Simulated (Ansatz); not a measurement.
# BrFH3NSi2: how energies converge with the basis set

Aim: see how fast density functionals converge with the basis set for BrFH3NSi2.

Method: one geometry, several basis sets; program: Ansatz 0.2.0, Gaussian basis.

Plan: PBE0-D4/def2-SVP; ωB97M-V/def2-SVP; PBE0-D4/def2-QZVPP; ωB97M-V/def2-QZVPP; the functionals' def2-TZVPP values are taken from earlier runs.

## 1. The relaxed structure

The geometry comes from an earlier relaxation with PBE0-D4 in a triple-zeta def2 set; it is a stationary point, not always the lowest conformer.

8 atoms, charge 0, spin multiplicity 1.

Atoms are counted from 1 here; the program's logs count them from 0.

Bond lengths: F1–Si2 1.618 Å, Si2–N4 1.724 Å, Br3–Si5 2.224 Å, N4–Si5 1.733 Å, N4–H6 1.014 Å, Si5–H7 1.480 Å, Si5–H8 1.473 Å. Angles: F1–Si2–N4 98.9°, Si2–N4–Si5 131.4°, Si2–N4–H6 113.8°, Si5–N4–H6 114.7°, Br3–Si5–N4 111.6°, Br3–Si5–H7 106.6°, Br3–Si5–H8 107.5°, N4–Si5–H7 108.7°, N4–Si5–H8 110.0°, H7–Si5–H8 112.4°.

## 2. PBE0-D4 in def2-SVP

Contents of in.yaml:

```yaml
crystal:
  periodic: [false, false, false]
  atoms:
    - {symbol: F, position_ang: [-0.629373, -2.021866, 1.113545]}
    - {symbol: Si, position_ang: [-0.844348, -0.652386, 1.947605]}
    - {symbol: Br, position_ang: [2.442640, -0.029119, -0.925917]}
    - {symbol: N, position_ang: [-0.340746, 0.474289, 0.743746]}
    - {symbol: Si, position_ang: [0.236003, 0.241453, -0.874271]}
    - {symbol: H, position_ang: [-0.340385, 1.437478, 1.059829]}
    - {symbol: H, position_ang: [-0.058196, 1.459098, -1.662178]}
    - {symbol: H, position_ang: [-0.373396, -0.966147, -1.458159]}
basis:
  gaussian: {orbitals: def2-SVP}
hamiltonian: {xc: pbe0, dispersion: d4}
output: {orbitals: {seedname: orbitals}}
```

The run is started by

```sh
> ansatz run in.yaml --threads 4 --pin off --events-out ev --progress --plain --max-ram 10444MiB
```

Further steps of the session: ωB97M-V in def2-SVP; PBE0-D4 in def2-QZVPP; ωB97M-V in def2-QZVPP.

**Question.** What will the summary of the whole plan be? Wanted: PBE0-D4: double and triple zeta above quadruple; ωB97M-V: double and triple zeta above quadruple.

As calculated:

| quantity | value |
| --- | --- |
| PBE0-D4: double and triple zeta above quadruple | 21.75, 2.22 eV |
| ωB97M-V: double and triple zeta above quadruple | 21.73, 2.12 eV |

For PBE0-D4 the step from double to triple zeta gains 19.53 eV and the next only 2.22 eV. Total energies overstate the basis error of differences, where much of it tends to cancel.
